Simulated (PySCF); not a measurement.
# C₉H₈O₂: circular dichroism and optical rotation, excited states, first hyperpolarisability

Wanted: circular dichroism and optical rotation, excited states, first hyperpolarisability for C₉H₈O₂ (`Cc1cccc(C=O)c1C=O`).

Programs: PySCF 2.14.0, with routines of our own; each step states its level. All values are computed. Atoms count from 0.

## (1) The starting structure

19 atoms, charge 0, multiplicity 1; geometry from: GFN2-xTB.

## (2) Relaxing the molecule at PBE0-D3(BJ)/def2-SVP

The job: settings as JSON, then the geometry in Å.

```
{"job": {"xc": "PBE0", "basis": "def2-SVP", "d3": "d3bj", "grid": 2, "kind": "geom"}, "charge": 0, "multiplicity": 1}
C     -2.309621    -0.679823    -0.417745
C     -1.076389     0.102296    -0.092217
C     -1.147889     1.446734     0.254834
C     -0.012141     2.182953     0.560231
C      1.230518     1.584215     0.522241
C      1.327009     0.236876     0.179585
C      2.594941    -0.477605     0.105503
O      2.672448    -1.639016    -0.218886
C      0.178198    -0.506820    -0.122362
C      0.326451    -1.957313    -0.444607
O      0.139288    -2.454113    -1.520697
H     -2.196863    -1.177257    -1.379048
H     -2.477945    -1.451866     0.332946
H     -3.181454    -0.031611    -0.452789
H     -2.114674     1.928332     0.283541
H     -0.104439     3.226102     0.822090
H      2.124769     2.144961     0.749132
H      3.492155     0.107438     0.375254
H      0.525835    -2.575233     0.455533
```

On the command line:

```console
$ OMP_NUM_THREADS=1 python excited_run.py task.json out
```

The driver reads the jobs from task.json and runs them one after another.

Log:

```text
step   0  E = -497.28489555  max force = 0.008920
step   1  E = -497.28866886  max force = 0.010813
step   2  E = -497.28777074  max force = 0.015283
step   3  E = -497.28953017  max force = 0.005329
step   4  E = -497.28959666  max force = 0.004980
step   5  E = -497.28984245  max force = 0.004394
step   6  E = -497.29003021  max force = 0.001747
step   7  E = -497.29019909  max force = 0.001617
step   8  E = -497.29045563  max force = 0.000974
step   9  E = -497.29074647  max force = 0.000735
step  10  E = -497.29106633  max force = 0.002137
step  11  E = -497.29142189  max force = 0.001707
step  12  E = -497.29126646  max force = 0.003336
step  13  E = -497.29165745  max force = 0.000768
step  14  E = -497.29175975  max force = 0.001023
step  15  E = -497.29186762  max force = 0.002479
step  16  E = -497.29208254  max force = 0.001623
step  17  E = -497.29218080  max force = 0.000829
step  18  E = -497.29222988  max force = 0.001146
step  19  E = -497.29225167  max force = 0.000917
step  20  E = -497.29228536  max force = 0.000673
step  21  E = -497.29230267  max force = 0.000386
step  22  E = -497.29231488  max force = 0.000410
optimisation converged
```

It took 4.3 min on 1 thread of AMD EPYC 9R45, shared host; peak memory 0.95 GiB.

Along the way: (the energy doesn't fall at every step)

| step | energy from step 0 (eV) | largest force component (eV/Å) |
| --- | --- | --- |
| 0 | 0.0000 | 0.4587 |
| 1 | -0.1027 | 0.5560 |
| 2 | -0.0782 | 0.7859 |
| 3 | -0.1261 | 0.2740 |
| 4 | -0.1279 | 0.2561 |
| 5 | -0.1346 | 0.2259 |
| 6 | -0.1397 | 0.0898 |
| 7 | -0.1443 | 0.0831 |
| 8 | -0.1513 | 0.0501 |
| 9 | -0.1592 | 0.0378 |
| 10 | -0.1679 | 0.1099 |
| 11 | -0.1776 | 0.0878 |
| 12 | -0.1734 | 0.1715 |
| 13 | -0.1840 | 0.0395 |
| 14 | -0.1868 | 0.0526 |
| 15 | -0.1897 | 0.1275 |
| 16 | -0.1956 | 0.0835 |
| 17 | -0.1982 | 0.0426 |
| 18 | -0.1996 | 0.0589 |
| 19 | -0.2002 | 0.0472 |
| 20 | -0.2011 | 0.0346 |
| 21 | -0.2016 | 0.0198 |
| 22 | -0.2019 | 0.0211 |

Close pairs (by a distance rule), those that changed most:

| bond | before (Å) | after (Å) | change (Å) |
| --- | --- | --- | --- |
| C5–C6 | 1.457 | 1.490 | +0.032 |
| C5–C8 | 1.401 | 1.422 | +0.020 |
| C1–C8 | 1.395 | 1.414 | +0.019 |
| C6–H17 | 1.105 | 1.121 | +0.016 |
| C4–H16 | 1.080 | 1.093 | +0.014 |
| C1–C2 | 1.390 | 1.403 | +0.013 |
| C3–H15 | 1.079 | 1.092 | +0.013 |
| C2–H14 | 1.080 | 1.093 | +0.013 |

The next job starts from the end point, and lists it.

| at the end point | value |
| --- | --- |
| rotational constants (GHz, main isotopes) | 1.420, 1.178, 0.646 |
| dipole moment (D) | 4.70 |

## (3) Circular dichroism and optical rotation: TDDFT CAM-B3LYP/aug-cc-pVDZ

The job: settings as JSON, then the geometry in Å.

```
{"job": {"kind": "ecd", "xc": "CAM-B3LYP", "basis": "aug-cc-pVDZ", "nstates": 12}, "charge": 0, "multiplicity": 1}
C     -2.394437    -0.589507    -0.477950
C     -1.096899     0.076948    -0.133265
C     -1.121256     1.440284     0.197844
C      0.030971     2.140273     0.528517
C      1.252594     1.477646     0.532725
C      1.326850     0.119952     0.211316
C      2.708964    -0.433905     0.259625
O      3.075419    -1.561340     0.045069
C      0.146597    -0.597106    -0.125861
C      0.226600    -2.047624    -0.461062
O     -0.728787    -2.722533    -0.771732
H     -2.373264    -1.009357    -1.493565
H     -2.597565    -1.444799     0.181416
H     -3.220766     0.131161    -0.403152
H     -2.083407     1.959072     0.192285
H     -0.023824     3.201352     0.781680
H      2.170117     2.014759     0.788191
H      3.458658     0.350374     0.539780
H      1.242622    -2.485880    -0.406804
```

Method: TDDFT CAM-B3LYP/aug-cc-pVDZ circular dichroism and optical rotation, one conformer, gas phase.

Log:

```text
coarse grid: 16912 points
cycle   1  E = -497.7219641067  dE =  2.346e+00  |g| = 1.100e+00  |ddm| = 5.419e+01
cycle   2  E = -497.2015176411  dE =  5.204e-01  |g| = 2.018e+00  |ddm| = 1.373e+01
cycle   3  E = -497.9803910085  dE = -7.789e-01  |g| = 9.119e-02  |ddm| = 8.877e+00
cycle   4  E = -497.9816863115  dE = -1.295e-03  |g| = 6.982e-02  |ddm| = 1.408e+00
cycle   5  E = -497.9829184428  dE = -1.232e-03  |g| = 1.644e-02  |ddm| = 6.303e-01
cycle   6  E = -497.9829812525  dE = -6.281e-05  |g| = 6.599e-03  |ddm| = 1.520e-01
cycle   7  E = -497.9829936581  dE = -1.241e-05  |g| = 2.431e-03  |ddm| = 5.711e-02
cycle   8  E = -497.9829950619  dE = -1.404e-06  |g| = 1.178e-03  |ddm| = 1.838e-02
final grid: 166264 points
cycle   9  E = -498.0114502287  dE = -2.703e-05  |g| = 3.802e-03  |ddm| = 7.930e-01
cycle  10  E = -498.0114503786  dE = -1.499e-07  |g| = 4.066e-03  |ddm| = 9.621e-02
cycle  11  E = -498.0114540749  dE = -3.696e-06  |g| = 9.413e-04  |ddm| = 3.018e-02
cycle  12  E = -498.0114542447  dE = -1.698e-07  |g| = 1.860e-04  |ddm| = 5.763e-03
cycle  13  E = -498.0114542519  dE = -7.202e-09  |g| = 1.045e-04  |ddm| = 2.074e-03
cycle  14  E = -498.0114542549  dE = -2.984e-09  |g| = 2.065e-05  |ddm| = 7.546e-04
cycle  15  E = -498.0114542551  dE = -2.130e-10  |g| = 1.032e-05  |ddm| = 2.313e-04
converged SCF energy = -498.0114542551

Singlet excitations and rotatory strengths (1e-40 esu^2 cm^2)
state   eV       nm     f(len)   f(vel)    R(len)    R(vel)   main configurations
  1   3.1577   392.6  0.00017  0.00018     0.055     0.057   H->L 0.84
  2   3.8383   323.0  0.00003  0.00003     0.245     0.233   H-3->L 0.60, H->L+1 0.24
  3   4.4900   276.1  0.08350  0.08185    -0.037    -0.040   H-1->L 0.86, H-2->L+1 0.12
  4   4.9660   249.7  0.14038  0.13752    -0.135    -0.131   H-2->L 0.89, H-1->L+1 0.09
  5   5.3092   233.5  0.00012  0.00016    -0.182    -0.183   H->L+1 0.59, H-3->L 0.28
  6   5.9483   208.4  0.27290  0.26807     0.757     0.748   H-1->L+1 0.78, H-2->L+1 0.09, H-2->L 0.08
  7   6.0042   206.5  0.00065  0.00073     2.838     2.820   H-3->L+1 0.63, H->L+11 0.08
  8   6.1228   202.5  0.45926  0.44983    -2.671    -2.640   H-2->L+1 0.72, H-1->L+1 0.10, H-1->L 0.10
  9   6.4411   192.5  0.00013  0.00016    -0.629    -0.629   H->L+6 0.29, H->L+7 0.22, H->L+11 0.10
 10   6.5676   188.8  0.00117  0.00098     0.309     0.306   H->L+4 0.38, H->L+2 0.38, H->L+5 0.10
 11   6.7506   183.7  0.00382  0.00374     0.140     0.135   H-1->L+2 0.87
 12   6.9193   179.2  0.04327  0.04307    -0.203    -0.201   H->L+3 0.40, H->L+5 0.13, H->L+2 0.10

Specific rotation (deg / (dm g/mL))
    nm     length   length(OI)   velocity    alpha(len)  alpha(vel)
  633.0       8.75       8.72       8.15      119.546    117.479
  589.3      10.71      10.68       9.96      120.461    118.378
  546.0      13.54      13.50      12.55      121.643    119.538
  436.0      35.82      35.69      32.32      127.084    124.881
```

Run time: 2 min. Hardware: 1 thread of AMD EPYC 9R45, shared host; peak memory 1.6 GiB.

Warnings kept with the result: wavelengths within 0.3 eV of the first excitation or beyond it are left out.

Orbitals, density, ELF and potential are computed afterwards from the orbital file.

Frontier orbitals at CAM-B3LYP/aug-cc-pVDZ, with the share of their density that lies nearest to each atom:

| orbital | energy (eV) | lies on |
| --- | --- | --- |
| HOMO | -8.50 | O10 45 %; O7 18 %; H18 11 % |
| LUMO | -1.59 | C6, C8 about 13 % each; O7, O10 about 10 % each; C2, C5, C9 about 9 % each |

ELF in a plane through or near 17 of the atoms.

Ten even steps from '0' (0.00) to '9' (1.00):
```
0000000000000000000000000000
0000000000000000000000000000
0000000000000000000000000000
0000000000021005652000000000
0000012330089417986200000000
0000267884199947378400000000
0000389278169447797100000000
0000047775002774220011000000
0000146167656234124663100000
0004999869209368584825300000
0004999514435352777699950000
0000220135573038951599970000
0000007998258577176004600000
0000029998472785899800000000
0000003640069941799930000000
0000000000299960047400000000
0000000000399950000000000000
0000000000002100000000000000
0000000000000000000000000000
0000000000000000000000000000
```
The map spans 12.2 Å across and 11.7 Å up, centred on the molecule. Atoms in the plane (x, y in Å): C0 (2.5, 0.3), C1 (1.1, -0.2), C2 (0.9, -1.6), C3 (-0.4, -2.2), C4 (-1.5, -1.3), C5 (-1.3, 0.1), C6 (-2.6, 0.8), O7 (-2.8, 2.0), C8 (0.0, 0.6), C9 (0.1, 2.1), O10 (1.2, 2.7), H13 (3.2, -0.6), H14 (1.7, -2.3), H15 (-0.5, -3.3), H16 (-2.5, -1.7), H17 (-3.5, 0.1), H18 (-0.8, 2.7).

On the surface of density 0.002 e/bohr³ the electrostatic potential runs, from the 1st to the 99th percentile, from -1.63 V near O10 to 1.41 V near H16.

## (4) Excited states: TDA wB97X-D/aug-cc-pVDZ

Settings changed since step 3:

```diff
@@ -1,2 +1,2 @@
-{"job": {"kind": "ecd", "xc": "CAM-B3LYP", "basis": "aug-cc-pVDZ", "nstates": 12}, "charge": 0, "multiplicity": 1}
+{"job": {"kind": "states", "xc": "wB97X-D", "basis": "aug-cc-pVDZ", "tda": true, "soc": true, "nstates": 6, "ntriplets": 5, "nquad": 4}, "charge": 0, "multiplicity": 1}
 C     -2.394437    -0.589507    -0.477950
```

Level: TDA wB97X-D/aug-cc-pVDZ excited states, vertical, gas phase, spin-orbit mean-field couplings.

Log:

```text
coarse grid: 16912 points
cycle   1  E = -497.8023133511  dE =  2.447e+00  |g| = 1.117e+00  |ddm| = 4.120e+01
cycle   2  E = -497.4098072279  dE =  3.925e-01  |g| = 1.877e+00  |ddm| = 1.170e+01
cycle   3  E = -498.0719061708  dE = -6.621e-01  |g| = 7.748e-02  |ddm| = 6.757e+00
cycle   4  E = -498.0730851445  dE = -1.179e-03  |g| = 5.786e-02  |ddm| = 1.067e+00
cycle   5  E = -498.0739603250  dE = -8.752e-04  |g| = 1.444e-02  |ddm| = 4.596e-01
cycle   6  E = -498.0740206948  dE = -6.037e-05  |g| = 5.490e-03  |ddm| = 1.501e-01
cycle   7  E = -498.0740314708  dE = -1.078e-05  |g| = 2.309e-03  |ddm| = 5.843e-02
cycle   8  E = -498.0740331780  dE = -1.707e-06  |g| = 1.076e-03  |ddm| = 1.976e-02
final grid: 166264 points
cycle   9  E = -498.0855903058  dE = -1.737e-04  |g| = 4.508e-03  |ddm| = 2.572e+00
cycle  10  E = -498.0855940296  dE = -3.724e-06  |g| = 3.723e-03  |ddm| = 2.165e-01
cycle  11  E = -498.0855966609  dE = -2.631e-06  |g| = 1.220e-03  |ddm| = 2.858e-02
cycle  12  E = -498.0855969270  dE = -2.661e-07  |g| = 5.569e-04  |ddm| = 1.395e-02
cycle  13  E = -498.0855970027  dE = -7.574e-08  |g| = 8.959e-05  |ddm| = 5.322e-03
cycle  14  E = -498.0855970062  dE = -3.504e-09  |g| = 3.566e-05  |ddm| = 9.628e-04
cycle  15  E = -498.0855970073  dE = -1.048e-09  |g| = 2.041e-05  |ddm| = 4.568e-04
cycle  16  E = -498.0855970075  dE = -2.058e-10  |g| = 9.063e-06  |ddm| = 1.763e-04
converged SCF energy = -498.0855970075

Singlet excitations
state   eV       nm        f     d(h-e)  d(exc)  Lambda  PR(NTO)  |dmu|/D   mu/D   main configurations
  1   3.1759   390.4   0.00011   1.014   2.936   0.469   1.150    2.370    2.733   H->L 0.85
  2   3.8694   320.4   0.00003   0.859   2.597   0.443   1.709    2.133    3.419   H-3->L 0.60, H->L+1 0.24
  3   4.6076   269.1   0.08403   0.726   3.190   0.672   1.499    1.714    6.308   H-1->L 0.78, H-2->L+1 0.18
  4   5.2028   238.3   0.17142   0.807   3.164   0.775   1.344    2.319    7.103   H-2->L 0.84, H-1->L+1 0.11
  5   5.2863   234.5   0.00014   1.930   3.869   0.430   1.475                     H->L+1 0.59, H-3->L 0.28
  6   5.9926   206.9   0.00072   1.701   3.533   0.382   1.394                     H-3->L+1 0.65

Triplet excitations (Tamm-Dancoff)
state   eV     d(h-e)  d(exc)  Lambda  PR(NTO)   main configurations
  1   2.7319   0.935   2.795   0.462   1.192   H->L 0.79
  2   3.3570   0.804   2.505   0.437   1.641   H-3->L 0.57, H->L+1 0.23
  3   3.4454   0.316   2.860   0.761   1.297   H-2->L 0.69, H-1->L 0.13, H-1->L+1 0.12
  4   3.6378   0.780   3.083   0.694   1.055   H-1->L 0.81, H-2->L 0.13
  5   4.3788   0.202   2.917   0.767   1.339   H-1->L+1 0.79, H-2->L 0.13
S1 - T1 = 0.4440 eV

Spin-orbit couplings |<S|Hso|T>| (cm-1)
             T1       T2       T3       T4       T5
S0       50.091   41.734    0.296    0.208    0.062
S1        0.256    1.951   12.505    9.915    2.127
S2        1.940    0.103   12.906    8.971    1.342
S3        6.950    2.277    0.091    0.032    0.050
S4       11.009   13.481    0.089    0.077    0.032
S5        3.188    0.784    3.506    1.747    8.358
S6        3.346    3.662    1.800    0.292    3.926
T1 sublevels (cm-1): 0.000 0.013 0.134   radiative rates (1/s): 0.000602 72.7 428
```

Wall time 65 s (1 thread of AMD EPYC 9R45, shared host); peak memory 1.4 GiB.

From this job:

| quantity | value |
| --- | --- |
| S1 less T1 | 0.44 eV |

## (5) Excited states: TDDFT CAM-B3LYP/aug-cc-pVDZ

Settings changed since step 4:

```diff
@@ -1,2 +1,2 @@
-{"job": {"kind": "states", "xc": "wB97X-D", "basis": "aug-cc-pVDZ", "tda": true, "soc": true, "nstates": 6, "ntriplets": 5, "nquad": 4}, "charge": 0, "multiplicity": 1}
+{"job": {"kind": "states", "xc": "CAM-B3LYP", "basis": "aug-cc-pVDZ", "tpa": true, "nstates": 8, "nquad": 6, "ntriplets": 0}, "charge": 0, "multiplicity": 1}
 C     -2.394437    -0.589507    -0.477950
```

Level: TDDFT CAM-B3LYP/aug-cc-pVDZ excited states, vertical, gas phase, two-photon moments by quadratic response.

Log:

```text
coarse grid: 16912 points
cycle   1  E = -497.7219641067  dE =  2.346e+00  |g| = 1.100e+00  |ddm| = 5.419e+01
cycle   2  E = -497.2015176411  dE =  5.204e-01  |g| = 2.018e+00  |ddm| = 1.373e+01
cycle   3  E = -497.9803910085  dE = -7.789e-01  |g| = 9.119e-02  |ddm| = 8.877e+00
cycle   4  E = -497.9816863115  dE = -1.295e-03  |g| = 6.982e-02  |ddm| = 1.408e+00
cycle   5  E = -497.9829184428  dE = -1.232e-03  |g| = 1.644e-02  |ddm| = 6.303e-01
cycle   6  E = -497.9829812525  dE = -6.281e-05  |g| = 6.599e-03  |ddm| = 1.520e-01
cycle   7  E = -497.9829936581  dE = -1.241e-05  |g| = 2.431e-03  |ddm| = 5.711e-02
cycle   8  E = -497.9829950619  dE = -1.404e-06  |g| = 1.178e-03  |ddm| = 1.838e-02
final grid: 166264 points
cycle   9  E = -498.0114502287  dE = -2.703e-05  |g| = 3.802e-03  |ddm| = 7.930e-01
cycle  10  E = -498.0114503786  dE = -1.499e-07  |g| = 4.066e-03  |ddm| = 9.621e-02
cycle  11  E = -498.0114540749  dE = -3.696e-06  |g| = 9.413e-04  |ddm| = 3.018e-02
cycle  12  E = -498.0114542447  dE = -1.698e-07  |g| = 1.860e-04  |ddm| = 5.763e-03
cycle  13  E = -498.0114542519  dE = -7.204e-09  |g| = 1.045e-04  |ddm| = 2.074e-03
cycle  14  E = -498.0114542549  dE = -2.982e-09  |g| = 2.065e-05  |ddm| = 7.546e-04
cycle  15  E = -498.0114542551  dE = -2.074e-10  |g| = 1.032e-05  |ddm| = 2.313e-04
converged SCF energy = -498.0114542551

Singlet excitations
state   eV       nm        f     d(h-e)  d(exc)  Lambda  PR(NTO)  |dmu|/D   mu/D   delta(TPA)   sigma/GM   main configurations
  1   3.1577   392.6   0.00017   1.019   2.948   0.465   1.153    2.363    2.794        0.05      0.000   H->L 0.84
  2   3.8383   323.0   0.00003   0.862   2.606   0.432   1.708    2.125    3.481        0.02      0.000   H-3->L 0.60, H->L+1 0.24
  3   4.4903   276.1   0.08352   0.726   3.180   0.668   1.472    2.003    6.579       83.86      0.619   H-1->L 0.86, H-2->L+1 0.12
  4   4.9662   249.7   0.14043   0.788   3.162   0.768   1.359    2.226    7.087       77.44      0.700   H-2->L 0.89, H-1->L+1 0.09
  5   5.3092   233.5   0.00012   1.976   3.899   0.428   1.461    4.632    1.941        1.24      0.013   H->L+1 0.59, H-3->L 0.28
  6   5.9486   208.4   0.27296   0.588   3.219   0.748   1.326    1.607    6.212       76.00      0.985   H-1->L+1 0.78, H-2->L+1 0.09, H-2->L 0.08
  7   6.0043   206.5   0.00065   1.743   3.577   0.373   1.425                                            H-3->L+1 0.63, H->L+11 0.08
  8   6.1231   202.5   0.45947   0.367   3.200   0.631   1.489                                            H-2->L+1 0.72, H-1->L 0.10, H-1->L+1 0.10
```

It took 80 s on 1 thread of AMD EPYC 9R45, shared host; peak memory 1.5 GiB.

## (6) First hyperpolarisability: quadratic response CAM-B3LYP/aug-cc-pVDZ

Settings changed since step 5:

```diff
@@ -1,2 +1,2 @@
-{"job": {"kind": "states", "xc": "CAM-B3LYP", "basis": "aug-cc-pVDZ", "tpa": true, "nstates": 8, "nquad": 6, "ntriplets": 0}, "charge": 0, "multiplicity": 1}
+{"job": {"kind": "beta", "xc": "CAM-B3LYP", "basis": "aug-cc-pVDZ"}, "charge": 0, "multiplicity": 1}
 C     -2.394437    -0.589507    -0.477950
```

With the program's defaults for keys left out, this is: quadratic response CAM-B3LYP/aug-cc-pVDZ first hyperpolarisability, Taylor convention, gas phase.

Log:

```text
coarse grid: 16912 points
cycle   1  E = -497.7219641067  dE =  2.346e+00  |g| = 1.100e+00  |ddm| = 5.419e+01
cycle   2  E = -497.2015176411  dE =  5.204e-01  |g| = 2.018e+00  |ddm| = 1.373e+01
cycle   3  E = -497.9803910085  dE = -7.789e-01  |g| = 9.119e-02  |ddm| = 8.877e+00
cycle   4  E = -497.9816863115  dE = -1.295e-03  |g| = 6.982e-02  |ddm| = 1.408e+00
cycle   5  E = -497.9829184428  dE = -1.232e-03  |g| = 1.644e-02  |ddm| = 6.303e-01
cycle   6  E = -497.9829812525  dE = -6.281e-05  |g| = 6.599e-03  |ddm| = 1.520e-01
cycle   7  E = -497.9829936581  dE = -1.241e-05  |g| = 2.431e-03  |ddm| = 5.711e-02
cycle   8  E = -497.9829950619  dE = -1.404e-06  |g| = 1.178e-03  |ddm| = 1.838e-02
final grid: 166264 points
cycle   9  E = -498.0114502287  dE = -2.703e-05  |g| = 3.802e-03  |ddm| = 7.930e-01
cycle  10  E = -498.0114503786  dE = -1.499e-07  |g| = 4.066e-03  |ddm| = 9.621e-02
cycle  11  E = -498.0114540749  dE = -3.696e-06  |g| = 9.413e-04  |ddm| = 3.018e-02
cycle  12  E = -498.0114542447  dE = -1.698e-07  |g| = 1.860e-04  |ddm| = 5.763e-03
cycle  13  E = -498.0114542519  dE = -7.205e-09  |g| = 1.045e-04  |ddm| = 2.074e-03
cycle  14  E = -498.0114542549  dE = -2.983e-09  |g| = 2.065e-05  |ddm| = 7.546e-04
cycle  15  E = -498.0114542551  dE = -2.040e-10  |g| = 1.032e-05  |ddm| = 2.313e-04
converged SCF energy = -498.0114542551

Lowest singlets (eV, f): 3.1577 0.0002  3.8383 0.0000  4.4903 0.0835

First hyperpolarisability (au)
process     nm      |vector|   parallel      HRS      DR
static         -      344.67      44.77     137.35   5.751
shg       1907.0      378.44      59.09      150.4   5.936
eope      1907.0      355.31      49.25          -       -
shg       1064.0      478.66     102.87     188.82   6.483
eope      1064.0      381.05      60.21          -       -
```

Run time: 70 s. Hardware: 1 thread of AMD EPYC 9R45, shared host; peak memory 1.5 GiB.

## (7) Outcome

```
                                                                                         quantity                                                        value
                                                             rotational constants (main isotopes)                                         1.42, 1.18, 0.65 GHz
state of largest rotatory strength (velocity form) among 12 (step 3, TDDFT CAM-B3LYP/aug-cc-pVDZ)  6.00 eV, R = +2.8 (velocity), +2.8 (length) ·10⁻⁴⁰ esu² cm²
                              specific rotation at 633.0 nm (step 3, TDDFT CAM-B3LYP/aug-cc-pVDZ)                                 8.2 (velocity), 8.8 (length)
                                                            surface potential, 1st and 99th percentile                                           -1.63 V and 1.41 V
                                                     S1 less T1 (step 4, TDA wB97X-D/aug-cc-pVDZ)                                                      0.44 eV
                                      β vector (step 6, quadratic response CAM-B3LYP/aug-cc-pVDZ)          static 345, SHG 1907.0 nm 378, SHG 1064.0 nm 479 au
```

In words: Over 22 steps the energy fell by 0.202 eV; of the close pairs, C5–C6 changed most, 1.457 to 1.490 Å. Rotations belong to one conformer and to the handedness of the start; where its mirror image forms freely, a sample shows none. By nearest atom (CAM-B3LYP/aug-cc-pVDZ), the HOMO sits on O10 45 %; O7 18 % and the LUMO on C6, C8 about 13 % each; O7, O10 about 10 % each. In step 4, the number of triplets below S1 is 1, and the largest singlet-triplet spin-orbit coupling is S0–T1, 50.09 cm⁻¹. β grows from 345 au (static) to 479 au for doubling at 1064.0 nm: normal dispersion, which grows as twice the photon energy moves toward the bright states.
